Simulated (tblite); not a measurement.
# C5H14NPSi: the cost of one run

Computed with tblite 0.8.0 and PySCF 2.14.0, with density-fitted response routines of our own, on a single molecule in the gas phase. Atoms count from 0, in the outputs and in this text.

**1. The molecule as given**

22 atoms, charge 0, multiplicity 1; geometry from: force field or distance geometry start.

Bonds of the start (Å): C0–C1 1.32, C1–P2 1.81, P2–C3 1.80, P2–C4 1.83, C4–C5 1.52, P2–N6 1.56, N6–Si7 1.79, C0–H8 1.10, C0–H9 1.09, C1–H10 1.08, C3–H11 1.11, C3–H12 1.12, C3–H13 1.09, C4–H14 1.09, C4–H15 1.11, C5–H16 1.11, C5–H17 1.10, C5–H18 1.11, Si7–H19 1.47, Si7–H20 1.48, Si7–H21 1.45.

**2. Relaxing the molecule with GFN2-xTB**

What the job is given:

```
{"job": {"kind": "relax", "xc": "GFN2-xTB", "basis": "xTB"}, "charge": 0, "multiplicity": 1}
C     -0.615900    -1.082100    -2.011200
C      0.044700    -0.127700    -1.393100
P      0.130100    -0.005500     0.411300
C      1.024100     1.465600     0.950700
C     -1.598100     0.120000     1.004800
C     -2.211100     1.263500     0.205500
N      0.857700    -1.238600     1.035400
Si     2.385000    -1.745600     0.258000
H     -0.647300    -1.140100    -3.105600
H     -1.171900    -1.824700    -1.446800
H      0.596400     0.619600    -1.943100
H      0.301100     2.164800     1.421800
H      1.791800     1.141200     1.696800
H      1.542800     1.916700     0.099400
H     -2.126000    -0.791700     0.722100
H     -1.668800     0.296400     2.098200
H     -1.412900     2.009600     0.039500
H     -3.129400     1.663800     0.651100
H     -2.473400     0.853400    -0.797100
H      2.830300    -0.621900    -0.580700
H      2.154400    -2.924800    -0.598100
H      3.385800    -1.992700     1.280300
```

Command:

```bash
$ OMP_NUM_THREADS=1 python probes_run.py task.json out
```

The driver reads the jobs from task.json and runs them one after another.

Q: Estimate the wall time of this first job on 1 thread of Arm Neoverse V1, shared host.

About 2.2 s.
